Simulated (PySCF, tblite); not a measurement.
# C₇H₉BO₂: geometry, infrared bands and NMR shifts

What infrared bands and NMR shifts should C₇H₉BO₂ (`C=C/C(C#CB(O)O)=C\C`) show?

Programs: tblite 0.8.0 and PySCF 2.14.0, with density-fitted response routines of our own. Each step states its level of theory. These are calculated values for one molecule in the gas phase, unless marked as measured. Atoms count from 0, in the outputs and in this text.

## 1. The molecule as given

19 atoms, charge 0, multiplicity 1; geometry from: force field or distance geometry start.

Bonds of the start (Å): C0–C1 1.33, C1–C2 1.51, C2–C3 1.43, C3–C4 1.21, C4–B5 1.53, B5–O6 1.46, B5–O7 1.47, C2–C8 1.35, C8–C9 1.51, C0–H10 1.09, C0–H11 1.07, C1–H12 1.08, O6–H13 0.99, O7–H14 0.99, C8–H15 1.08, C9–H16 1.10, C9–H17 1.10, C9–H18 1.11.

## 2. Geometry optimisation with GFN2-xTB

Job settings and geometry (Å):

```
{"job": {"kind": "relax", "xc": "GFN2-xTB", "basis": "xTB"}, "charge": 0, "multiplicity": 1}
C     -0.821300     1.949900    -1.387900
C     -1.447900     0.839000    -1.005500
C     -0.752100    -0.244600    -0.221000
C      0.630900    -0.096100     0.128200
C      1.792200     0.010100     0.444900
B      3.266500     0.160800     0.816900
O      3.876600    -0.760000     1.771000
O      4.088200     1.213300     0.207700
C     -1.395100    -1.363000     0.160900
C     -2.845600    -1.645600    -0.135200
H     -1.382000     2.697600    -1.947800
H      0.207300     2.142100    -1.162000
H     -2.491200     0.727300    -1.253300
H      3.753800    -0.331800     2.654500
H      3.988000     1.995000     0.812200
H     -0.861000    -2.113200     0.733000
H     -3.122200    -2.627000     0.289400
H     -3.489200    -0.871700     0.318000
H     -3.005600    -1.672700    -1.231500
```

On the command line:

```sh
$ OMP_NUM_THREADS=1 python probes_run.py task.json out
```

One launch serves the whole session: the jobs run in the order shown.

**Question.** This job is followed by: GFN2-xTB harmonic vibrations, gas phase; GIAO PBE0/pcSseg-1 NMR shielding, non-relativistic, gas phase. Predict these results of the whole session: strongest single infrared mode (GFN2-xTB); zero-point energy (GFN2-xTB); 13C shifts against TMS (PBE0/pcSseg-1); 1H shifts against TMS (PBE0/pcSseg-1, means over atoms taken as alike); 11B shifts against BF3·OEt2 (PBE0/pcSseg-1); 17O shifts against H2O (PBE0/pcSseg-1, means over atoms taken as alike); surface potential, 1st and 99th percentile.

**Answer**, as computed:

| quantity | value |
| --- | --- |
| strongest single infrared mode (GFN2-xTB) | 1227 cm⁻¹, 499 km/mol |
| zero-point energy (GFN2-xTB) | 89.7 kcal/mol |
| 13C shifts against TMS (PBE0/pcSseg-1) | 148.3, 136.6, 130.5, 127.1, 103.8, 98.0, 15.7 ppm |
| 1H shifts against TMS (PBE0/pcSseg-1, means over atoms taken as alike) | 6.73, 6.69, 6.34, 5.75, 3.33, 2.03 ppm |
| 11B shifts against BF3·OEt2 (PBE0/pcSseg-1) | 18.5 ppm |
| 17O shifts against H2O (PBE0/pcSseg-1, means over atoms taken as alike) | 124.2 ppm |
| surface potential, 1st and 99th percentile | -1.50 V and 2.81 V |

What this shows: Over 87 steps the energy fell by 1.363 eV; of the close pairs, B5–O7 changed most, 1.468 to 1.360 Å. All 51 modes are real, so the xTB geometry is a minimum. The strongest single mode, at 1227 cm⁻¹, moves mainly B5. Unscaled tight-binding wavenumbers are off by several per cent, some by more. Its intensities can rank the bands wrongly. At PBE0/pcSseg-1: The largest span, 285 ppm, is at C3, where the paramagnetic term is -172 ppm. By nearest atom (PBE0/pcSseg-1), the HOMO sits on C8 26 %; C0, C2, C4 about 15 % each and the LUMO on C8 28 %; C0, C2 about 12 % each.
